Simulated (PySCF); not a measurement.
# C3H9Tl: NMR shieldings

What do calculations give for the NMR shieldings of C3H9Tl (`[CH3][Tl]([CH3])[CH3]`)?

Programs: PySCF 2.14.0, with routines of our own; each step states its level. All values are computed. Atoms count from 0.

3 further runs of the same task are left out: 3 for a basis unfit for spin-orbit shieldings.

## (1) The starting structure

13 atoms, charge 0, multiplicity 1; geometry from: GFN2-xTB.

## (2) NMR shieldings: PBE/x2c-SVPall-2c Tl:us-x2c-SVPall-2c, spin-free

The job: settings as JSON, then the geometry in Å.

```
{"job": {"xc": "PBE", "basis": {"default": "x2c-SVPall-2c", "Tl": "us-x2c-SVPall-2c"}, "rel": "sf", "kind": "hnmr"}, "charge": 0, "multiplicity": 1}
C     -0.482377     2.279627    -0.153389
Tl     0.000956    -0.000003     0.025993
C      2.221995    -0.716320     0.153341
C     -1.740289    -1.559091     0.012677
H     -0.405019     2.577907    -1.195740
H      0.221664     2.869105     0.424500
H     -1.487632     2.494951     0.191890
H      2.414596    -1.151580     1.130052
H      2.908787     0.108532    -0.001074
H      2.409624    -1.475086    -0.600539
H     -2.643772    -1.128462     0.431056
H     -1.943348    -1.851681    -1.014509
H     -1.479573    -2.447413     0.578016
```

Level: PBE/x2c-SVPall-2c Tl:us-x2c-SVPall-2c GIAO NMR shielding, spin-free X2C, Gaussian nuclei, gas phase.

Command:

```sh
$ OMP_NUM_THREADS=1 python heavy_run.py task.json out
```

This one command runs all jobs of the session in turn.

Log:

```text
spin-free SCF
coarse grid: 46344 points
cycle   1  E = -20367.8370297026  dE = -9.809e-01  |g| = 8.495e-01  |ddm| = 4.900e+01
cycle   2  E = -20367.5785367841  dE =  2.585e-01  |g| = 1.159e+00  |ddm| = 2.360e+00
cycle   3  E = -20367.9742492798  dE = -3.957e-01  |g| = 1.665e-01  |ddm| = 1.694e+00
cycle   4  E = -20367.9793728784  dE = -5.124e-03  |g| = 5.296e-02  |ddm| = 2.135e-01
cycle   5  E = -20367.9797513387  dE = -3.785e-04  |g| = 8.373e-03  |ddm| = 6.334e-02
cycle   6  E = -20367.9797580344  dE = -6.696e-06  |g| = 5.549e-03  |ddm| = 1.868e-02
cycle   7  E = -20367.9797668810  dE = -8.847e-06  |g| = 1.710e-03  |ddm| = 9.190e-03
final grid: 96776 points
cycle   8  E = -20368.0491754539  dE = -1.845e-05  |g| = 5.478e-03  |ddm| = 8.513e-03
cycle   9  E = -20368.0491465640  dE =  2.889e-05  |g| = 1.041e-02  |ddm| = 1.941e-02
cycle  10  E = -20368.0491792547  dE = -3.269e-05  |g| = 1.949e-03  |ddm| = 1.639e-02
cycle  11  E = -20368.0491803486  dE = -1.094e-06  |g| = 7.399e-04  |ddm| = 3.246e-03
cycle  12  E = -20368.0491804431  dE = -9.454e-08  |g| = 5.922e-05  |ddm| = 1.046e-03
cycle  13  E = -20368.0491804439  dE = -7.785e-10  |g| = 2.667e-05  |ddm| = 8.348e-05
converged SCF energy = -20368.0491804439
check of the scalar solution
cycle   1  E = -20368.0491804437  dE = -2.037e+04  |FDS-SDF| = 1.368e+01
cycle   2  E = -20368.0642733522  dE = -1.509e-02  |FDS-SDF| = 8.699e-03
cycle   3  E = -20368.0642734184  dE = -6.615e-08  |FDS-SDF| = 1.852e-03
cycle   4  E = -20368.0642733865  dE =  3.192e-08  |FDS-SDF| = 9.473e-04
cycle   5  E = -20368.0642735113  dE = -1.249e-07  |FDS-SDF| = 2.634e-04
cycle   6  E = -20368.0642735255  dE = -1.415e-08  |FDS-SDF| = 1.283e-04
cycle   7  E = -20368.0642735297  dE = -4.253e-09  |FDS-SDF| = 4.226e-05
converged, E = -20368.0642735297

Field gradients (au) and densities at the nuclei (bohr^-3)
atom        Vxx        Vyy        Vzz        centre      nuclear mean
  0 C     -0.0203    -0.0446     0.0649        113.885        113.885
  1 Tl    -6.0917    -6.1793    12.2710    2237904.179    2158509.608
  2 C     -0.0218    -0.0446     0.0665        113.884        113.884
  3 C     -0.0208    -0.0453     0.0661        113.884        113.884
  4 H     -0.1624    -0.1707     0.3331          0.366          0.366
  5 H     -0.1628    -0.1732     0.3360          0.367          0.367
  6 H     -0.1629    -0.1737     0.3366          0.368          0.368
  7 H     -0.1624    -0.1713     0.3337          0.366          0.366
  8 H     -0.1627    -0.1738     0.3365          0.368          0.368
  9 H     -0.1625    -0.1719     0.3345          0.367          0.367
 10 H     -0.1628    -0.1733     0.3361          0.367          0.367
 11 H     -0.1622    -0.1704     0.3327          0.366          0.366
 12 H     -0.1628    -0.1734     0.3362          0.367          0.367
without picture change
  1 Tl                          15.4776                   6097826.639

Core orbital energies (eV)
atom   shell        mean    spread
  1 Tl 1s       -85275.648   0.000
  1 Tl 2s       -15182.081   0.000
  1 Tl 3s        -3626.353   0.000
  1 Tl 4s         -809.538   0.000
  1 Tl 5s         -130.057   0.000
  1 Tl 2p       -13125.203   0.100
  1 Tl 3p        -3030.744   0.106
  1 Tl 4p         -612.868   0.189
  1 Tl 5p          -76.065   0.293
  1 Tl 3d        -2383.264   0.088
  1 Tl 4d         -374.200   0.184
  1 Tl 5d          -15.114   0.191
  1 Tl 4f         -114.051   0.199

Shielding tensors (ppm)
atom      isotropic    diamagn.    paramagn.     s11        s22        s33       span
  0 C       172.69      245.95      -73.26     142.77     172.83     202.47      59.70
  1 Tl     4721.94    10128.45    -5406.51    4223.96    4245.52    5696.33    1472.36
  2 C       173.26      245.94      -72.68     143.07     174.25     202.45      59.38
  3 C       173.18      245.93      -72.76     143.04     174.02     202.46      59.42
  4 H        31.01       29.96        1.05      26.33      27.50      39.20      12.87
  5 H        30.52       30.02        0.50      25.36      27.80      38.40      13.05
  6 H        30.42       30.05        0.37      25.13      27.90      38.23      13.10
  7 H        30.90       29.91        0.99      26.06      27.57      39.07      13.01
  8 H        30.32       30.08        0.24      24.95      27.94      38.07      13.11
  9 H        30.73       30.00        0.73      25.66      27.75      38.77      13.11
 10 H        30.47       30.06        0.42      25.22      27.89      38.30      13.08
 11 H        31.04       29.96        1.08      26.33      27.52      39.27      12.94
 12 H        30.44       30.00        0.44      25.19      27.82      38.33      13.14
```

Wall time 21 s (1 thread of Arm Neoverse V2, shared host); peak memory 1 GiB.

## (3) NMR shieldings: PBE/x2c-SVPall-2c Tl:us-x2c-SVPall-2c in water, spin-free

The job, as its differences from that of step 2:

```diff
@@ -1,2 +1,2 @@
-{"job": {"xc": "PBE", "basis": {"default": "x2c-SVPall-2c", "Tl": "us-x2c-SVPall-2c"}, "rel": "sf", "kind": "hnmr"}, "charge": 0, "multiplicity": 1}
+{"job": {"xc": "PBE", "basis": {"default": "x2c-SVPall-2c", "Tl": "us-x2c-SVPall-2c"}, "rel": "sf", "solvent": "water", "kind": "hnmr"}, "charge": 0, "multiplicity": 1}
 C     -0.482377     2.279627    -0.153389
```

With the program's defaults for keys left out, this is: PBE/x2c-SVPall-2c Tl:us-x2c-SVPall-2c GIAO NMR shielding, spin-free X2C, Gaussian nuclei, IEF-PCM water.

Log:

```text
spin-free SCF
coarse grid: 46344 points
cycle   1  E = -20367.8421184910  dE = -9.851e-01  |g| = 8.459e-01  |ddm| = 4.900e+01
cycle   2  E = -20367.6033720584  dE =  2.387e-01  |g| = 1.133e+00  |ddm| = 2.311e+00
cycle   3  E = -20367.9771520119  dE = -3.738e-01  |g| = 1.614e-01  |ddm| = 1.639e+00
cycle   4  E = -20367.9819806009  dE = -4.829e-03  |g| = 4.386e-02  |ddm| = 1.817e-01
cycle   5  E = -20367.9822410755  dE = -2.605e-04  |g| = 6.837e-03  |ddm| = 4.713e-02
cycle   6  E = -20367.9822481324  dE = -7.057e-06  |g| = 2.592e-03  |ddm| = 1.413e-02
final grid: 96776 points
cycle   7  E = -20368.0516529852  dE = -1.493e-05  |g| = 6.779e-03  |ddm| = 1.157e-02
cycle   8  E = -20368.0516076382  dE =  4.535e-05  |g| = 1.348e-02  |ddm| = 2.473e-02
cycle   9  E = -20368.0516619158  dE = -5.428e-05  |g| = 1.510e-03  |ddm| = 1.903e-02
cycle  10  E = -20368.0516624920  dE = -5.762e-07  |g| = 7.468e-04  |ddm| = 2.711e-03
cycle  11  E = -20368.0516625706  dE = -7.865e-08  |g| = 3.702e-05  |ddm| = 9.384e-04
cycle  12  E = -20368.0516625709  dE = -3.020e-10  |g| = 1.237e-05  |ddm| = 7.111e-05
converged SCF energy = -20368.0516625709
check of the scalar solution
cycle   1  E = -20368.0516625710  dE = -2.037e+04  |FDS-SDF| = 1.368e+01
cycle   2  E = -20368.0667564700  dE = -1.509e-02  |FDS-SDF| = 8.695e-03
cycle   3  E = -20368.0667565504  dE = -8.048e-08  |FDS-SDF| = 1.820e-03
cycle   4  E = -20368.0667565377  dE =  1.270e-08  |FDS-SDF| = 8.563e-04
cycle   5  E = -20368.0667566275  dE = -8.975e-08  |FDS-SDF| = 2.473e-04
cycle   6  E = -20368.0667566396  dE = -1.215e-08  |FDS-SDF| = 1.117e-04
cycle   7  E = -20368.0667566429  dE = -3.241e-09  |FDS-SDF| = 3.247e-05
converged, E = -20368.0667566429

Field gradients (au) and densities at the nuclei (bohr^-3)
atom        Vxx        Vyy        Vzz        centre      nuclear mean
  0 C     -0.0214    -0.0395     0.0608        113.881        113.881
  1 Tl    -5.9657    -6.0487    12.0143    2237902.839    2158508.317
  2 C     -0.0229    -0.0399     0.0628        113.881        113.881
  3 C     -0.0221    -0.0403     0.0624        113.881        113.881
  4 H     -0.1623    -0.1707     0.3329          0.365          0.365
  5 H     -0.1629    -0.1736     0.3365          0.367          0.367
  6 H     -0.1630    -0.1742     0.3372          0.368          0.368
  7 H     -0.1624    -0.1713     0.3337          0.366          0.366
  8 H     -0.1629    -0.1744     0.3372          0.368          0.368
  9 H     -0.1625    -0.1721     0.3346          0.366          0.366
 10 H     -0.1629    -0.1737     0.3366          0.367          0.367
 11 H     -0.1621    -0.1703     0.3324          0.365          0.365
 12 H     -0.1629    -0.1738     0.3368          0.367          0.367
without picture change
  1 Tl                          15.1995                   6097822.939

Core orbital energies (eV)
atom   shell        mean    spread
  1 Tl 1s       -85275.482   0.000
  1 Tl 2s       -15181.913   0.000
  1 Tl 3s        -3626.185   0.000
  1 Tl 4s         -809.371   0.000
  1 Tl 5s         -129.890   0.000
  1 Tl 2p       -13125.034   0.099
  1 Tl 3p        -3030.576   0.104
  1 Tl 4p         -612.700   0.185
  1 Tl 5p          -75.898   0.274
  1 Tl 3d        -2383.096   0.087
  1 Tl 4d         -374.032   0.179
  1 Tl 5d          -14.945   0.175
  1 Tl 4f         -113.884   0.194

Shielding tensors (ppm)
atom      isotropic    diamagn.    paramagn.     s11        s22        s33       span
  0 C       175.22      246.28      -71.05     147.06     174.84     203.77      56.71
  1 Tl     4922.71    10128.19    -5205.48    4520.47    4538.26    5709.40    1188.93
  2 C       175.72      246.26      -70.54     147.26     176.16     203.74      56.48
  3 C       175.66      246.26      -70.60     147.25     175.97     203.76      56.51
  4 H        31.02       30.02        1.00      26.22      27.55      39.31      13.09
  5 H        30.62       30.12        0.51      25.36      27.91      38.61      13.25
  6 H        30.54       30.16        0.39      25.15      28.02      38.46      13.31
  7 H        30.94       29.98        0.96      25.99      27.62      39.21      13.22
  8 H        30.45       30.18        0.27      24.99      28.07      38.31      13.32
  9 H        30.79       30.08        0.71      25.61      27.83      38.93      13.32
 10 H        30.58       30.16        0.43      25.23      28.00      38.52      13.29
 11 H        31.05       30.01        1.04      26.21      27.56      39.38      13.16
 12 H        30.55       30.10        0.45      25.20      27.92      38.54      13.35
```

Run time: 24 s. Hardware: 1 thread of Arm Neoverse V2, shared host; peak memory 1 GiB.

## (4) NMR shieldings: PBE/x2c-SVPall-2c Tl:us-x2c-SVPall-2c in dichloromethane, spin-free

The job, as its differences from that of step 3:

```diff
@@ -1,2 +1,2 @@
-{"job": {"xc": "PBE", "basis": {"default": "x2c-SVPall-2c", "Tl": "us-x2c-SVPall-2c"}, "rel": "sf", "solvent": "water", "kind": "hnmr"}, "charge": 0, "multiplicity": 1}
+{"job": {"xc": "PBE", "basis": {"default": "x2c-SVPall-2c", "Tl": "us-x2c-SVPall-2c"}, "rel": "sf", "solvent": "dichloromethane", "kind": "hnmr"}, "charge": 0, "multiplicity": 1}
 C     -0.482377     2.279627    -0.153389
```

Level: PBE/x2c-SVPall-2c Tl:us-x2c-SVPall-2c GIAO NMR shielding, spin-free X2C, Gaussian nuclei, IEF-PCM dichloromethane.

Log:

```text
spin-free SCF
coarse grid: 46344 points
cycle   1  E = -20367.8413262408  dE = -9.844e-01  |g| = 8.464e-01  |ddm| = 4.900e+01
cycle   2  E = -20367.5998579697  dE =  2.415e-01  |g| = 1.137e+00  |ddm| = 2.318e+00
cycle   3  E = -20367.9767055846  dE = -3.768e-01  |g| = 1.620e-01  |ddm| = 1.647e+00
cycle   4  E = -20367.9815658625  dE = -4.860e-03  |g| = 4.490e-02  |ddm| = 1.851e-01
cycle   5  E = -20367.9818375872  dE = -2.717e-04  |g| = 6.957e-03  |ddm| = 4.879e-02
cycle   6  E = -20367.9818447511  dE = -7.164e-06  |g| = 2.839e-03  |ddm| = 1.449e-02
final grid: 96776 points
cycle   7  E = -20368.0512473175  dE = -1.261e-05  |g| = 7.402e-03  |ddm| = 1.280e-02
cycle   8  E = -20368.0511868262  dE =  6.049e-05  |g| = 1.547e-02  |ddm| = 2.837e-02
cycle   9  E = -20368.0512591006  dE = -7.227e-05  |g| = 1.402e-03  |ddm| = 2.153e-02
cycle  10  E = -20368.0512595733  dE = -4.726e-07  |g| = 7.657e-04  |ddm| = 2.667e-03
cycle  11  E = -20368.0512596569  dE = -8.363e-08  |g| = 4.148e-05  |ddm| = 9.798e-04
cycle  12  E = -20368.0512596573  dE = -4.111e-10  |g| = 1.826e-05  |ddm| = 7.498e-05
converged SCF energy = -20368.0512596573
check of the scalar solution
cycle   1  E = -20368.0512596571  dE = -2.037e+04  |FDS-SDF| = 1.368e+01
cycle   2  E = -20368.0663534108  dE = -1.509e-02  |FDS-SDF| = 8.696e-03
cycle   3  E = -20368.0663534869  dE = -7.618e-08  |FDS-SDF| = 1.829e-03
cycle   4  E = -20368.0663534669  dE =  2.000e-08  |FDS-SDF| = 8.863e-04
cycle   5  E = -20368.0663535663  dE = -9.941e-08  |FDS-SDF| = 2.669e-04
cycle   6  E = -20368.0663535807  dE = -1.440e-08  |FDS-SDF| = 1.325e-04
cycle   7  E = -20368.0663535848  dE = -4.064e-09  |FDS-SDF| = 3.484e-05
converged, E = -20368.0663535848

Field gradients (au) and densities at the nuclei (bohr^-3)
atom        Vxx        Vyy        Vzz        centre      nuclear mean
  0 C     -0.0211    -0.0404     0.0614        113.882        113.882
  1 Tl    -5.9865    -6.0703    12.0569    2237903.060    2158508.529
  2 C     -0.0226    -0.0407     0.0633        113.881        113.881
  3 C     -0.0218    -0.0412     0.0629        113.881        113.881
  4 H     -0.1623    -0.1707     0.3330          0.365          0.365
  5 H     -0.1629    -0.1735     0.3364          0.367          0.367
  6 H     -0.1630    -0.1741     0.3371          0.368          0.368
  7 H     -0.1624    -0.1713     0.3337          0.366          0.366
  8 H     -0.1628    -0.1743     0.3371          0.368          0.368
  9 H     -0.1625    -0.1721     0.3346          0.366          0.366
 10 H     -0.1629    -0.1736     0.3365          0.367          0.367
 11 H     -0.1621    -0.1704     0.3325          0.365          0.365
 12 H     -0.1629    -0.1738     0.3367          0.367          0.367
without picture change
  1 Tl                          15.2455                   6097823.548

Core orbital energies (eV)
atom   shell        mean    spread
  1 Tl 1s       -85275.501   0.000
  1 Tl 2s       -15181.932   0.000
  1 Tl 3s        -3626.205   0.000
  1 Tl 4s         -809.391   0.000
  1 Tl 5s         -129.910   0.000
  1 Tl 2p       -13125.054   0.099
  1 Tl 3p        -3030.596   0.105
  1 Tl 4p         -612.720   0.185
  1 Tl 5p          -75.917   0.277
  1 Tl 3d        -2383.116   0.087
  1 Tl 4d         -374.052   0.180
  1 Tl 5d          -14.965   0.177
  1 Tl 4f         -113.903   0.195

Shielding tensors (ppm)
atom      isotropic    diamagn.    paramagn.     s11        s22        s33       span
  0 C       174.82      246.22      -71.40     146.40     174.50     203.56      57.16
  1 Tl     4890.78    10128.23    -5237.44    4473.28    4491.64    5707.44    1234.16
  2 C       175.33      246.20      -70.88     146.61     175.84     203.53      56.92
  3 C       175.26      246.21      -70.94     146.60     175.64     203.55      56.95
  4 H        31.02       30.01        1.01      26.24      27.54      39.29      13.05
  5 H        30.61       30.10        0.51      25.36      27.89      38.57      13.22
  6 H        30.52       30.14        0.38      25.14      28.00      38.42      13.28
  7 H        30.93       29.97        0.96      26.00      27.61      39.19      13.19
  8 H        30.43       30.17        0.27      24.98      28.05      38.27      13.29
  9 H        30.78       30.06        0.72      25.62      27.81      38.90      13.28
 10 H        30.57       30.14        0.43      25.23      27.98      38.48      13.26
 11 H        31.05       30.01        1.04      26.23      27.55      39.36      13.13
 12 H        30.54       30.08        0.45      25.19      27.91      38.51      13.31
```

Run time: 24 s. Hardware: 1 thread of Arm Neoverse V2, shared host; peak memory 1.1 GiB.

## (5) Shieldings side by side

| run | Tl1 | C0 | C3 | C2 | H8 | H6 | H10 | time |
| --- | --- | --- | --- | --- | --- | --- | --- | --- |
| step 2, PBE/x2c-SVPall-2c Tl:us-x2c-SVPall-2c, spin-free | 4721.9 | 172.7 | 173.2 | 173.3 | 30.3 | 30.4 | 30.5 | 21 s |
| step 3, PBE/x2c-SVPall-2c Tl:us-x2c-SVPall-2c in water, spin-free | 4922.7 | 175.2 | 175.7 | 175.7 | 30.5 | 30.5 | 30.6 | 24 s |
| step 4, PBE/x2c-SVPall-2c Tl:us-x2c-SVPall-2c in dichloromethane, spin-free | 4890.8 | 174.8 | 175.3 | 175.3 | 30.4 | 30.5 | 30.6 | 24 s |

## (6) Summary of results

| quantity | value |
| --- | --- |
| shieldings (step 2, PBE/x2c-SVPall-2c Tl:us-x2c-SVPall-2c, spin-free) | C0 172.7, Tl1 4721.9, C2 173.3, C3 173.2 ppm |
| shieldings (step 3, PBE/x2c-SVPall-2c Tl:us-x2c-SVPall-2c in water, spin-free) | C0 175.2, Tl1 4922.7, C2 175.7, C3 175.7 ppm |
| shieldings (step 4, PBE/x2c-SVPall-2c Tl:us-x2c-SVPall-2c in dichloromethane, spin-free) | C0 174.8, Tl1 4890.8, C2 175.3, C3 175.3 ppm |

What this shows: In step 2, Tl1 has the widest tensor, 1472 ppm. Tl1 moves most between the runs, by 201 ppm; the labels say what changes from run to run. No run holds spin-orbit coupling, which is large for shieldings at and beside heavy atoms. The geometry comes from tight binding, which is rough for metal atoms, and these values hang on it.
